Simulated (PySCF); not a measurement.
**A gas-phase reaction: GeH5N + BH3 → BGeH6N + H2**

What reaction energy should one expect for `[NH2][GeH3]` + `B` → `B[NH][GeH3]` + `[H][H]`?

Computed with PySCF 2.14.0; each step states its level. No surroundings beyond the atoms listed, unless a continuum is named. Atoms count from 0, parts from 1.

## (1) The system as given

Each species was relaxed by itself at PBE0-D3(BJ)/def2-SVPD.

## (2) Energies of the species: wB97M-D3(BJ)/def2-TZVPD

What the job is given:

```
{"job": {"kind": "react", "xc": "wB97M-D3(BJ)", "basis": "def2-TZVPD"}, "charge": 0, "multiplicity": 1}
-1 GeH5N charge 0 multiplicity 1
Ge     0.301440     0.659500     0.257150
N     -0.199370    -1.090150    -0.043840
H     -0.509190     1.150580     1.466010
H      1.805710     0.642060     0.567570
H      0.045570     1.607950    -0.938260
H     -1.191640    -1.236820    -0.194700
H      0.314470    -1.567900    -0.776340

-1 BH3 charge 0 multiplicity 1
B      0.001930     0.000320    -0.001110
H      1.169580    -0.279420     0.088780
H     -0.819240    -0.872740    -0.115870
H     -0.344570     1.153170     0.023750

+1 BGeH6N charge 0 multiplicity 1
Ge    -1.309300    -0.225010    -0.063190
N      0.428950     0.319050    -0.437220
B      1.564760     0.057490     0.330920
H     -2.205240     1.018810     0.070140
H     -1.821040    -1.097540    -1.222620
H     -1.241550    -1.012960     1.247090
H      0.551440     0.860010    -1.286210
H      1.453360    -0.584620     1.349500
H      2.639640     0.474800    -0.031380

+1 H2 charge 0 multiplicity 1
H      0.380100     0.000750    -0.012470
H     -0.380100    -0.000750     0.012470
```

With the program's defaults for keys left out, this is: wB97M-D3(BJ)/def2-TZVPD reaction energy of separated species, gas phase.

On the command line:

```
> OMP_NUM_THREADS=1 python cluster_run.py task.json out
```

This one command runs all jobs of the session in turn.

**Question.** The jobs that follow are: PBE0-D3(BJ)/def2-TZVPD reaction energy of separated species, gas phase; MP2/def2-TZVPD reaction energy of separated species, gas phase. Predict: reaction energy (wB97M-D3(BJ)/def2-TZVPD); ΔH, ΔG at 298 K (xTB thermal terms). Thermal terms come from harmonic xTB runs on each species.

The runs gave:

| quantity | value |
| --- | --- |
| reaction energy (wB97M-D3(BJ)/def2-TZVPD) | -32.12 kcal/mol |
| ΔH, ΔG at 298 K (xTB thermal terms) | -34.9, -33.1 kcal/mol |
| range of the reaction energy over the runs of this table | -34.31 to -32.12 kcal/mol |

The reaction is exothermic by 34.9 kcal/mol in the gas phase; dispersion gives -0.82, and xTB itself gave -14.31 for the electronic energy (xTB energies and thermal terms come from the earlier relaxation of each species, not shown). No barrier was sought. xTB and this level differ widely in the electronic energy, so what comes from xTB (the thermal terms above all) is less safe here. The reaction energy runs from -34.31 (MP2/def2-TZVPD) to -32.12 kcal/mol (wB97M-D3(BJ)/def2-TZVPD).
